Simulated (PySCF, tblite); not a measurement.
# C7H13FSSi: geometry, infrared bands and NMR shifts

Wanted: the infrared bands and NMR shifts of C7H13FSSi (`CC[C@]1(F)CC=C1[SiH2]SC`), by calculation.

Programs: tblite 0.8.0 and PySCF 2.14.0, with density-fitted response routines of our own. Each step states its level of theory. These are calculated values for one molecule in the gas phase, unless marked as measured. Atoms are numbered from 0 throughout.

**1. The starting structure**

23 atoms, charge 0, multiplicity 1; geometry from: force field or distance geometry start.

Bonds of the start (Å): C0–C1 1.51, C1–C2 1.53, C2–F3 1.38, C2–C4 1.50, C4–C5 1.45, C5–C6 1.30, C6–Si7 1.87, Si7–S8 2.14, S8–C9 1.80, C6–C2 1.42, C0–H10 1.09, C0–H11 1.13, C0–H12 1.13, C1–H13 1.12, C1–H14 1.09, C4–H15 1.11, C4–H16 1.12, C5–H17 1.10, Si7–H18 1.46, Si7–H19 1.48, C9–H20 1.10, C9–H21 1.11, C9–H22 1.11.

**2. Geometry optimisation with GFN2-xTB**

The job: settings as JSON, then the geometry in Å.

```
{"job": {"kind": "relax", "xc": "GFN2-xTB", "basis": "xTB"}, "charge": 0, "multiplicity": 1}
C     -3.338100     0.290300    -0.715400
C     -1.844800     0.296700    -0.907900
C     -1.283300    -0.543800     0.243400
F     -1.813400    -1.819700     0.157300
C     -1.623000     0.029700     1.586500
C     -0.187100     0.103800     1.764800
C      0.079000    -0.390100     0.597300
Si     1.701300    -0.761400    -0.252000
S      3.033700     0.787000     0.381900
C      4.701300     0.579500    -0.262000
H     -3.743400     1.245500    -0.369100
H     -3.869000    -0.021800    -1.660400
H     -3.639300    -0.482200     0.058700
H     -1.650400    -0.291000    -1.839000
H     -1.504900     1.332200    -0.921800
H     -2.190800    -0.637200     2.276200
H     -2.071700     1.052800     1.484700
H      0.447900     0.449600     2.598400
H      2.122300    -2.097900     0.143000
H      1.515700    -0.733900    -1.718400
H      4.775200    -0.265400    -0.969600
H      5.376400     0.351900     0.587500
H      5.001900     1.552100    -0.708000
```

The run is started by

```bash
$ OMP_NUM_THREADS=1 python probes_run.py task.json out
```

One launch serves the whole session: the jobs run in the order shown.

**Question.** This job is followed by: GFN2-xTB harmonic vibrations, gas phase; GIAO PBE0/pcSseg-1 NMR shielding, non-relativistic, gas phase. Predict these results of the whole session: strongest single infrared mode (GFN2-xTB); zero-point energy (GFN2-xTB); 13C shifts against TMS (PBE0/pcSseg-1); 1H shifts against TMS (PBE0/pcSseg-1, means over atoms taken as alike); 19F shifts against CFCl3 (PBE0/pcSseg-1); 29Si shifts against TMS (PBE0/pcSseg-1); 33S shifts against CS2 (PBE0/pcSseg-1); surface potential, 1st and 99th percentile.

**Answer**, as computed:

| quantity | value |
| --- | --- |
| strongest single infrared mode (GFN2-xTB) | 708 cm⁻¹, 357 km/mol |
| zero-point energy (GFN2-xTB) | 111.9 kcal/mol |
| 13C shifts against TMS (PBE0/pcSseg-1) | 165.5, 156.4, 99.6, 46.2, 34.3, 13.8, 10.6 ppm |
| 1H shifts against TMS (PBE0/pcSseg-1, means over atoms taken as alike) | 7.38, 5.04, 4.97, 3.01, 2.79, 2.11, 2.05, 1.40, 1.15 ppm |
| 19F shifts against CFCl3 (PBE0/pcSseg-1) | -182.8 ppm |
| 29Si shifts against TMS (PBE0/pcSseg-1) | -45.7 ppm |
| 33S shifts against CS2 (PBE0/pcSseg-1) | -231 ppm |
| surface potential, 1st and 99th percentile | -1.05 V and 0.95 V |

In words: Relaxing lowered the energy by 1.026 eV in 175 steps; the close pair that moved most is C2–C6, from 1.416 to 1.518 Å. All 63 modes are real, so the xTB geometry is a minimum. The strongest single mode, at 708 cm⁻¹, is carried by H19, H18, Si7. GFN2-xTB is a fitted tight-binding method: band positions and strengths are rough. Its intensities can rank the bands wrongly. H17 (hydrogen on an alkene CH) lies farthest downfield among hydrogen, at 7.38 ppm; attached to an sp2 carbon and in the plane of the double bond. By nearest atom (PBE0/pcSseg-1), the HOMO sits on S8 80 % and the LUMO on C5, C6 about 30 % each; H17 9 %.
